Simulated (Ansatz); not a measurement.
# KNa2MoF6 (Fm-3m): relaxation of cell and ions, by script

What cell does KNa2MoF6 (Fm-3m) relax to? A script is to give a relaxation of cell and ions; the system is KNa2MoF6 (Fm-3m).

Program: Ansatz 0.2.0 through its Python package. Level of theory: DFT PBE, plane waves, PAW. These are calculated values, not measurements.

### 1 Starting point

The structure is cubic, space group Fm-3m (No. 225). The conventional cell has a = 9.069 Å, b = 9.069 Å, c = 9.069 Å, α = 90.00°, β = 90.00°, γ = 90.00°. Around K (site symmetry m-3m) lie 6 F at 2.47 Å. Around Na (site symmetry -43m) lie 12 F at 3.21 Å. Around Mo (site symmetry m-3m) lie 6 F at 2.06 Å. F (site symmetry 4mm) is surrounded by 1 Mo at 2.06 Å and 1 K at 2.47 Å.

No structure file is read: the coordinates are typed or built in the script.

### 2 The code

kna2mof6_vcrelax.py reads:

```python
# -*- coding: utf-8 -*-
"""Variable-cell relaxation of KNa2MoF6."""

import json

import ansatz as az
from ase import Atoms
from ase.data import atomic_numbers
from ase.neighborlist import neighbor_list
import numpy as np
import spglib

def edges_and_angles(cell):
    cell = np.asarray(cell)
    a, b, c = np.linalg.norm(cell, axis=1)
    cosines = cell[1] @ cell[2] / (b * c), cell[0] @ cell[2] / (a * c), cell[0] @ cell[1] / (a * b)
    return (a, b, c, *np.degrees(np.arccos(cosines)))


def main():
    xtal = (
        az.Lattice.of((0.0, 4.534567, 4.534567), (4.534567, 0.0, 4.534567), (4.534567, 4.534567, 0.0))
        .atom("K", (0.5, 0.5, 0.5))
        .atom("Na", (0.25, 0.25, 0.25))
        .atom("Na", (0.75, 0.75, 0.75))
        .atom("Mo", (0.0, 0.0, 0.0))
        .atom("F", (0.227591, 0.227591, 0.772409))
        .atom("F", (0.227591, 0.772409, 0.772409))
        .atom("F", (0.772409, 0.772409, 0.227591))
        .atom("F", (0.227591, 0.772409, 0.227591))
        .atom("F", (0.772409, 0.227591, 0.772409))
        .atom("F", (0.772409, 0.227591, 0.227591))
    )

    # every cell quantity that the symmetry leaves free
    job = (
        xtal.calculation()
        .functional("pbe")
        .pseudopotentials("paw")
        .kpoints(mesh=(5, 5, 5))
        .occupations("fermi_dirac")
        .relax(max_steps=100, cell=True, stress_tolerance=0.1)
    )
    res = job.run(events_out="stream.ndjson")
    with open("stream.ndjson") as stream:
        events = [json.loads(line) for line in stream]
    steps = [e["data"] for e in events if e["event"] == "relax_step"]
    rep = res.report
    for s in steps:
        flag = "" if s["accepted"] else "  (rejected)"
        print("step %2d  E = %.5f eV  largest force component = %.4f eV/A%s" % (s["step"], s["lagrangian_ev"], s["allowed_force_max_ev_ang"], flag))

    first, last = steps[0], steps[-1]
    symbols = [site.symbol for site in res.lattice.sites]
    print(f"energy gained {first['lagrangian_ev'] - last['lagrangian_ev']:.4f} eV in {len(steps) - 1} steps")
    for label, vectors in (("before", first["cell_ang"]), ("after", res.lattice.cell_ang)):
        print(label, "a b c (A) {:.4f} {:.4f} {:.4f}  angles {:.2f} {:.2f} {:.2f}".format(*edges_and_angles(vectors)), f" V = {abs(np.linalg.det(vectors)):.3f} A^3")
    print("final stress xx yy zz (GPa, compression positive):", np.round(np.diag(rep["stress_gpa"]), 3) + 0.0)

    final = Atoms(symbols, positions=last["positions_ang"], cell=res.lattice.cell_ang, pbc=True)
    i, j, d = neighbor_list("ijd", final, 4.5)
    print("neighbours within 1.2 times the shortest distance of each atom (A)")
    for atom in range(len(final)):
        near = [m for m in np.argsort(d) if i[m] == atom]
        shell = [m for m in near if d[m] < 1.2 * d[near[0]]]
        print(f"{symbols[atom]}{atom} ({len(shell)}):", ", ".join(f"{symbols[j[m]]} {d[m]:.3f}" for m in shell))

    fractions = [site.position_frac for site in res.lattice.sites]
    numbers = [atomic_numbers[s] for s in symbols]
    for tolerance in (1e-3, 1e-2, 1e-1):
        print(f"space group at {tolerance} A:", spglib.get_spacegroup((res.lattice.cell_ang, fractions, numbers), symprec=tolerance))

    energy = rep["free_energy_ev"]
    print("F of the KNa2MoF6 cell: {:.6f} eV = {:.6f} Ry = {:.6f} Ha".format(energy, energy / 13.605693, energy / 27.211386))
    print("Fermi level {:.4f} eV, {} k-points, {} symmetry operations".format(rep["fermi_energy_ev"], rep["n_kpoints"], rep["n_symmetry_ops"]))


if __name__ == "__main__":
    main()
```

### 3 Launch

Started as:

```sh
$ python kna2mof6_vcrelax.py
```

Log:

```text
DeckWarning: basis.ecutwfc = 420 eV, auto-derived from the records' recommended cutoffs: set by K (normal level)
step  1  E = -14322.97497 eV  largest force component = 0.4120 eV/A
step  2  E = -14323.01135 eV  largest force component = 0.0772 eV/A
step  3  E = -14323.01353 eV  largest force component = 0.0042 eV/A
step  4  E = -14323.00992 eV  largest force component = 0.0041 eV/A
energy gained 0.0350 eV in 3 steps
before a b c (A) 6.4128 6.4128 6.4128  angles 60.00 60.00 60.00  V = 186.482 A^3
after a b c (A) 6.3957 6.3957 6.3957  angles 60.00 60.00 60.00  V = 184.989 A^3
final stress xx yy zz (GPa, compression positive): [-0.025 -0.025 -0.025]
neighbours within 1.2 times the shortest distance of each atom (A)
K0 (6): F 2.487, F 2.487, F 2.487, F 2.487, F 2.487, F 2.487
Na1 (12): F 3.206, F 3.206, F 3.206, F 3.206, F 3.206, F 3.206, F 3.206, F 3.206, F 3.206, F 3.206, F 3.206, F 3.206
Na2 (12): F 3.206, F 3.206, F 3.206, F 3.206, F 3.206, F 3.206, F 3.206, F 3.206, F 3.206, F 3.206, F 3.206, F 3.206
Mo3 (6): F 2.035, F 2.035, F 2.035, F 2.035, F 2.035, F 2.035
F4 (1): Mo 2.035
F5 (1): Mo 2.035
F6 (1): Mo 2.035
F7 (1): Mo 2.035
F8 (1): Mo 2.035
F9 (1): Mo 2.035
space group at 0.001 A: Fm-3m (225)
space group at 0.01 A: Fm-3m (225)
space group at 0.1 A: Fm-3m (225)
F of the KNa2MoF6 cell: -14323.009921 eV = -1052.721822 Ry = -526.360911 Ha
Fermi level 5.5646 eV, 10 k-points, 48 symmetry operations
```

(Warnings from the package without file and line.)

Wall time 18 s (1 thread of Arm Neoverse V2, shared host); peak memory 0.58 GiB.

### 4 The run's own record

The report of the run holds:

```csv
item,value
SCF cycles in all,26
k-points solved,10
plane waves,3695
bands,52
valence electrons,83
free energy (eV),-14323.00992
Fermi level (eV),5.565
pressure (GPa; positive when compressed),-0.03
```

### 5 Path of the relaxation

Relaxation path:

| step | E - E(step 1) (eV/cell) | largest force component (eV/Å) | pressure (GPa) | volume (Å³) |
| --- | --- | --- | --- | --- |
| 1 | 0.0000 | 0.4120 | -1.26 | 186.48 |
| 2 | -0.0364 | 0.0772 | -0.26 | 185.39 |
| 3 | -0.0386 | 0.0042 | 0.02 | 184.99 |
| 4 | -0.0350 | 0.0041 | -0.03 | 184.99 |

Step 1 is the start. Step 4 repeats the geometry before it on a plane-wave basis chosen anew for that cell, so its energy need not be comparable with the rows above.

Lengths and angles in the start's conventional setting:

|  | before | after | change |
| --- | --- | --- | --- |
| a (Å) | 9.069 | 9.045 | -0.3 % |
| b (Å) | 9.069 | 9.045 | -0.3 % |
| c (Å) | 9.069 | 9.045 | -0.3 % |
| volume (Å³/atom) | 18.65 | 18.50 | -0.8 % |
| shortest distance (Å) | 2.064 | 2.035 | -1.4 % |
| space group (0.01 Å) | Fm-3m | Fm-3m | same |

The run keeps the 48 symmetry operations of the start, so it could not have lowered the symmetry.

### 6 The same input on the command line

Run from a file, the same calculation prints its log.

input.yaml reads:

```yaml
crystal:
  lattice:
    - [0.0, 4.534567, 4.534567]
    - [4.534567, 0.0, 4.534567]
    - [4.534567, 4.534567, 0.0]
  atoms:
    - { symbol: K, position: [0.5, 0.5, 0.5] }
    - { symbol: Na, position: [0.25, 0.25, 0.25] }
    - { symbol: Na, position: [0.75, 0.75, 0.75] }
    - { symbol: Mo, position: [0.0, 0.0, 0.0] }
    - { symbol: F, position: [0.227591, 0.227591, 0.772409] }
    - { symbol: F, position: [0.227591, 0.772409, 0.772409] }
    - { symbol: F, position: [0.772409, 0.772409, 0.227591] }
    - { symbol: F, position: [0.227591, 0.772409, 0.227591] }
    - { symbol: F, position: [0.772409, 0.227591, 0.772409] }
    - { symbol: F, position: [0.772409, 0.227591, 0.227591] }
kpoints:
  mp_grid: { grid: [5, 5, 5] }
hamiltonian:
  xc: pbe
  pseudopotentials: { kind: paw }
scf:
  occupations: { method: fermi_dirac }
relax:
  max_steps: 100
  cell: { stress_tol: 0.1 }
```

Started as:

```sh
$ ansatz run input.yaml --threads 1 --pin off --max-ram 3072MiB --backend cpu --events-out ev --progress --plain --runs-dir out
```

Log, cut to the lines that bear on the results:

```text
Warning: RAYON_NUM_THREADS=1 ignored (pool sized by the plan → 1); use --threads N
[...]
Pseudopotentials: kind: paw
Pseudopotential: K, paw, valence charge 9, recommended cutoff 420 eV (normal), K.paw.azcp
Pseudopotential: Na, paw, valence charge 9, recommended cutoff 420 eV (normal), Na.paw.azcp
Pseudopotential: Mo, paw, valence charge 14, recommended cutoff 420 eV (normal), Mo.paw.azcp
Pseudopotential: F, paw, valence charge 7, recommended cutoff 420 eV (normal), F.paw.azcp
Functional definition: PBE
[...]
Crystal: 10 atoms, lattice volume = 186.482 Å³
Basis set: ecut = 420 eV, 3695 PW (Γ), exchange–correlation on 90×90×90 points (8 copies of the dense FFT grid, shifted against one another)
Bands: 52, of which v1, the nominal top of the filled ones, is band 42 counted from 1 (41 counted from 0)
Symmetry: 48 space group operations
Space group: Fm-3m (ITA 225), of the structure as read, at distance tolerance 5.7e-5 Å
[...]
  cell:  # Å, volume = 184.9894 Å³
    - [-1.6878419858966642e-34, 4.522434694081271, 4.522434694081271]
    - [4.522434694081271, -6.528445417147477e-35, 4.522434694081271]
    - [4.522434694081271, 4.522434694081271, 1.4808424970602808e-34]
  atoms:
    - { symbol: K, position: [0.5, 0.5, 0.5] }
    - { symbol: Na, position: [0.25, 0.25, 0.25] }
    - { symbol: Na, position: [0.7500000000000001, 0.7500000000000001, 0.7500000000000001] }
    - { symbol: Mo, position: [-2.3909717785303556e-19, -2.8691661342364e-20, 2.8691661342364385e-20] }
    - { symbol: F, position: [0.22502090635409652, 0.22502090635409652, 0.7749790936459034] }
    - { symbol: F, position: [0.22502090635409633, 0.7749790936459037, 0.7749790936459036] }
    - { symbol: F, position: [0.7749790936459037, 0.7749790936459037, 0.22502090635409633] }
    - { symbol: F, position: [0.22502090635409655, 0.7749790936459034, 0.22502090635409655] }
    - { symbol: F, position: [0.7749790936459037, 0.22502090635409633, 0.7749790936459036] }
    - { symbol: F, position: [0.7749790936459034, 0.22502090635409655, 0.22502090635409655] }
```

Wall time 17 s (1 thread of Arm Neoverse V2, shared host); peak memory 0.46 GiB.

Script and command line differ by 0.000 meV in the energy.

### 7 Summary of results

```
                                         quantity                                                                      value
                                      free energy                                        -14323.0099 eV (-1432.3010 eV/atom)
                          moves of the relaxation                                                                          2
energy gained (ahead of the last change of basis)                                                               3.9 meV/atom
                     last largest force component                                                                0.0041 eV/Å
                        relaxed conventional cell  a = 9.045 Å, b = 9.045 Å, c = 9.045 Å, α = 90.00°, β = 90.00°, γ = 90.00°
                           space group at the end                                                                      Fm-3m
```

In words: The volume shrank by 0.8 % over 2 moves, and the space group stayed Fm-3m. What to keep in mind:
- The cell holds an odd number of electrons and is run without spin, so a magnetic state may lie lower.
- The mesh is modest for a metal, so energies can be off by several to tens of meV an atom and pressures by half a GPa or more; differences at equal mesh fare better.
- The zero of the levels is a convention of the potentials, so an absolute Fermi energy is no work function.
- Energies along a relaxation are free energies. Rows at an unchanged volume are solved on a plane-wave basis chosen afresh for that cell, so the energy jumps there and such rows are no steps of the walk.
- Edges and angles that the script prints are those of the cell as typed, here a primitive one.
- The structure comes from a database of computed cells and needn't be a stable or known phase.
